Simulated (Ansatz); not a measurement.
# As₂H₂ (quintet): the correlation ladder, cc-pVDZ

How much of the correlation energy of As₂H₂ (quintet) does each wave-function method recover here?

Program: Ansatz 0.2.0, Gaussian basis. Level of theory: cc-pVDZ, core rule «outside noble gas», up to 28 orbitals frozen. These are calculated values, not measurements.

To be run: UHF; CCSD(T) on ROHF; CCSD(T) on UHF; BCCD(T) on ROHF; CISD as a restricted active space (open shells left free, so some higher excitations enter); CCSDT(Q) on ROHF; CCSDT(Q) on UHF; CASSCF and MRCISD+Q, 12 electrons in 10 orbitals; CASSCF and NEVPT2, 12 electrons in 10 orbitals.

20 further runs of the same task are left out: 6 that didn't finish, 14 set aside as unsound or not needed. Runs told in other sessions of the task aren't counted.

## Step 1: The system

The geometry is a PBE0/def2-TZVP stationary point (not a proven minimum) of the parent state, kept for this charge and spin. No spin-orbit coupling is included. The filled d shell of As may be among the frozen orbitals whatever the setting's name suggests.

4 atoms, charge 0, spin multiplicity 5.

Atoms are counted from 1 here; the program's logs count them from 0.

Bond lengths: As1–As2 2.411 Å, As1–H3 1.530 Å, As2–H4 1.530 Å. Angles: As2–As1–H3 92.6°, As1–As2–H4 92.6°.

## Step 2: UHF

Input file in.yaml:

```yaml
crystal:
  periodic: [false, false, false]
  atoms:
    - {symbol: As, position_ang: [0.014278, -0.034459, 1.204926]}
    - {symbol: As, position_ang: [0.014281, 0.034458, -1.204926]}
    - {symbol: H, position_ang: [-1.061382, 1.049446, 1.305639]}
    - {symbol: H, position_ang: [-1.061448, -1.049378, -1.305639]}
basis:
  gaussian: {orbitals: cc-pVDZ}
magnetization: {spin_polarized: true, initial_magnetization: 4}
hamiltonian: {xc: hf}
output: {orbitals: {seedname: orbitals}}
```

Launch:

```
> ansatz run in.yaml --threads 1 --pin off --events-out ev --progress --plain --max-ram 2393MiB
```

After this run come: CCSD(T) on ROHF; CCSD(T) on UHF; BCCD(T) on ROHF; CISD as a restricted active space (open shells left free, so some higher excitations enter); CCSDT(Q) on ROHF; CCSDT(Q) on UHF; CASSCF and MRCISD+Q, 12 electrons in 10 orbitals; CASSCF and NEVPT2, 12 electrons in 10 orbitals.

Q: Predict the results of all the runs planned. Wanted: UCCSDT(Q) from the RHF energy; RMP2 from UCCSDT(Q); UMP2 from UCCSDT(Q); RCCSD from UCCSDT(Q); RCCSD(T) from UCCSDT(Q); UCCSD(T) from UCCSDT(Q); RCCSDT(Q) from UCCSDT(Q); NEVPT2 valence from UCCSDT(Q); MRCISD+Q valence from UCCSDT(Q).

The runs gave:

| quantity | value |
| --- | --- |
| UCCSDT(Q) from the ROHF energy | -5.8970 eV |
| RMP2 from UCCSDT(Q) | +1166.8 meV |
| UMP2 from UCCSDT(Q) | +1176.8 meV |
| RCCSD from UCCSDT(Q) | +198.8 meV |
| RCCSD(T) from UCCSDT(Q) | +53.3 meV |
| UCCSD(T) from UCCSDT(Q) | +36.3 meV |
| RCCSDT(Q) from UCCSDT(Q) | +17.2 meV |
| NEVPT2 valence from UCCSDT(Q) | +1099.8 meV |
| MRCISD+Q valence from UCCSDT(Q) | +30.3 meV |
| levels within 1 kcal/mol (43 meV) | UCCSD(T), RCCSDT, UCCSDT, RCCSDT(Q), MRCISD+Q valence |
| T1 diagnostic | 0.020 |
| effectively unpaired electrons | 4.02 |

RCCSD(T) lands +53.3 meV from the yardstick (0.9 % of the correlation energy). One determinant dominates. Of the multireference levels listed MRCISD+Q valence comes nearest in total energy (+30.3 meV), which doesn't show that its space is the better one. These misses are within one basis, not against nature; the frozen cores of restricted and unrestricted runs differ, which can shift their rows.

With open shells the CI space here admits some higher excitations, so it is larger than plain CISD.
